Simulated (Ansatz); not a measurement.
# Si3Ge2: the cost of one run

Computed with Ansatz 0.2.0 (DFT PBE, scalar-relativistic, plane waves, PAW, unless a step's input says otherwise).

1 further run of the same task is left out (set aside as unsound or not needed).

## 1. Starting point

Symmetry: I4/mmm, No. 139, tetragonal system. Conventional cell: a = 2.972 Å, b = 2.972 Å, c = 18.910 Å, α = 90.00°, β = 90.00°, γ = 90.00°. Around Si (site symmetry 4mm) lie 8 Si at 2.66 to 2.97 Å and 4 Ge at 2.86 Å. Si (site symmetry 4/mmm) is surrounded by 12 Si at 2.66 to 2.97 Å. Around Ge (site symmetry 4mm) lie 4 Si at 2.86 Å and 8 Ge at 2.97 to 3.13 Å.

Coordinates:

```xyz
5
Lattice="-1.4861 1.4861 9.4549 1.4861 -1.4861 9.4549 1.4861 1.4861 -9.4549" Properties=species:S:1:pos:R:3 pbc="T T T"
Si    0.0000    0.0000    7.8192
Si    0.0000    0.0000    0.0000
Si    0.0000    0.0000   11.0906
Ge    0.0000    0.0000   15.3394
Ge    0.0000    0.0000    3.5704
```

The cell was relaxed beforehand at this level, from a generated guess; it needn't be the stable form of this composition. At a tolerance of 0.05 Å it has space group I4/mmm (No. 139); it has 16.71 Å³/atom, an uncorrected energy of +0.47 eV/atom over the elements.

## 2. Electronic structure at the relaxed geometry

Input file input.yaml:

```yaml
crystal:
  lattice:
    - [-1.4861203666, 1.4861203666, 9.4549176705]
    - [1.4861203666, -1.4861203666, 9.4549176705]
    - [1.4861203666, 1.4861203666, -9.4549176705]
  atoms:
    - { symbol: Si, position: [0.413501445, 0.413501445, 0.0] }
    - { symbol: Si, position: [0.0, 0.0, 0.0] }
    - { symbol: Si, position: [0.586498555, 0.586498555, 0.0] }
    - { symbol: Ge, position: [0.8111869626, 0.8111869626, 0.0] }
    - { symbol: Ge, position: [0.1888130374, 0.1888130374, 0.0] }
basis:
  ecutwfc: 420
kpoints:
  mp_grid: { grid: [18, 18, 18] }
  band_path:
    path:
      - [[0.0, 0.0, 0.0], [0.0, 0.0, 0.5], [0.25, 0.25, 0.25], [0.0, 0.5, 0.0], [0.0, 0.0, 0.0], [0.5, 0.5, -0.5], [0.25617636, 0.74382364, -0.25617636]]
      - [[-0.25617636, 0.25617636, 0.25617636], [0.0, 0.0, 0.0]]
      - [[0.0, 0.0, 0.5], [-0.01235272, 0.01235272, 0.5]]
      - [[0.5, 0.5, -0.01235272], [0.5, 0.5, -0.5]]
    npoints: 14
hamiltonian:
  xc: pbe
scf:
  occupations: { method: gaussian, width: 0.1 }
  n_extra_bands: 12
output:
  forces: true
  stress: true
  eigenvalues: true
  populations: true
  dos: { projected: true, de: 0.02, nscf_kmesh: { grid: [22, 22, 22] } }
  bader: true
```

The run is started by

```sh
$ ansatz run input.yaml --threads 1 --pin off --max-ram 2560MiB --backend cpu --events-out ev --progress --plain --runs-dir out
```

What time and memory should one allow on 1 thread of Intel Xeon at 2.50GHz (Skylake/Cascade Lake), shared host?

About 4.9 min, with a peak of 1.6 GiB.
